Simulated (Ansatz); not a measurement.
# CH₅AlBNO₂: small, medium and large basis sets

One table from this session's results is given with a row withheld; the runs are named, their logs left out.

Computed with Ansatz 0.2.0, Gaussian basis. Level: one geometry, several basis sets.

The runs, in order: PBE0-D4/def2-SVP; ωB97M-V/def2-SVP; PBE0-D4/def2-QZVPP; ωB97M-V/def2-QZVPP; the functionals' def2-TZVPP values are taken from earlier runs.

### The geometry

The geometry comes from an earlier relaxation with PBE0-D4 in a triple-zeta def2 set; it is a stationary point, not always the lowest conformer.

SMILES `N[CH]1[O][Al]1[BH]O`, 11 atoms, charge 0, spin multiplicity 1.

Atoms are counted from 1 here; the program's logs count them from 0.

Bond lengths: N1–C2 1.408 Å, N1–H7 1.010 Å, N1–H8 1.015 Å, C2–O3 1.495 Å, C2–Al4 1.910 Å, C2–H9 1.091 Å, O3–Al4 1.716 Å, Al4–B5 2.139 Å, B5–O6 1.350 Å, B5–H10 1.206 Å, O6–H11 0.963 Å. Angles: C2–N1–H7 113.6°, C2–N1–H8 112.2°, H7–N1–H8 108.6°, N1–C2–O3 117.0°, N1–C2–Al4 128.8°, N1–C2–H9 109.4°, O3–C2–Al4 59.0°, O3–C2–H9 109.0°, Al4–C2–H9 120.0°, C2–O3–Al4 72.7°, C2–Al4–O3 48.3°, C2–Al4–B5 170.1°, O3–Al4–B5 140.1°, Al4–B5–O6 118.1°, Al4–B5–H10 122.6°, O6–B5–H10 119.3°, B5–O6–H11 114.0°.

Coordinates:

```
N    -0.0058   -2.4915   -0.9620
C     0.2250   -1.6551    0.1471
O     1.4284   -0.7704    0.0922
Al    0.0561    0.2437    0.2710
B    -0.4643    2.3189    0.2566
O    -0.5675    2.9563    1.4421
H    -0.0687   -1.9940   -1.8385
H     0.7006   -3.2148   -1.0503
H     0.2697   -2.2593    1.0546
H    -0.6917    2.9256   -0.7606
H    -0.8165    3.8835    1.3683
```

The first run:

The input, in.yaml:

```yaml
crystal:
  periodic: [false, false, false]
  atoms:
    - {symbol: N, position_ang: [-0.005765, -2.491526, -0.961971]}
    - {symbol: C, position_ang: [0.224993, -1.655055, 0.147086]}
    - {symbol: O, position_ang: [1.428446, -0.770379, 0.092224]}
    - {symbol: Al, position_ang: [0.056128, 0.243746, 0.270984]}
    - {symbol: B, position_ang: [-0.464323, 2.318908, 0.256599]}
    - {symbol: O, position_ang: [-0.567527, 2.956321, 1.442120]}
    - {symbol: H, position_ang: [-0.068662, -1.993961, -1.838460]}
    - {symbol: H, position_ang: [0.700628, -3.214825, -1.050271]}
    - {symbol: H, position_ang: [0.269719, -2.259294, 1.054648]}
    - {symbol: H, position_ang: [-0.691749, 2.925644, -0.760594]}
    - {symbol: H, position_ang: [-0.816486, 3.883523, 1.368335]}
basis:
  gaussian: {orbitals: def2-SVP}
hamiltonian: {xc: pbe0, dispersion: d4}
output: {orbitals: {seedname: orbitals}}
```

Among the steps run: PBE0-D4 in def2-SVP; ωB97M-V in def2-SVP; PBE0-D4 in def2-QZVPP; ωB97M-V in def2-QZVPP.

One table of the session follows, with a row left open; its other results are not shown here.

It belongs to the step «Density functionals: the series». 

```
functional       basis  HOMO (eV)  LUMO (eV)
   PBE0-D4    def2-SVP      -5.60      -1.57
   PBE0-D4  def2-TZVPP      -5.75      -1.77
   PBE0-D4  def2-QZVPP      -5.80      -1.83
   ωB97M-V    def2-SVP      -7.72       0.40
   ωB97M-V  def2-TZVPP      -7.90       0.09
   ωB97M-V  def2-QZVPP          ?          ?
```

**Question.** Estimate the row for ωB97M-V, def2-QZVPP.

As computed: HOMO (eV): -7.95; LUMO (eV): -0.04. In the column «HOMO (eV)» it is the lowest.
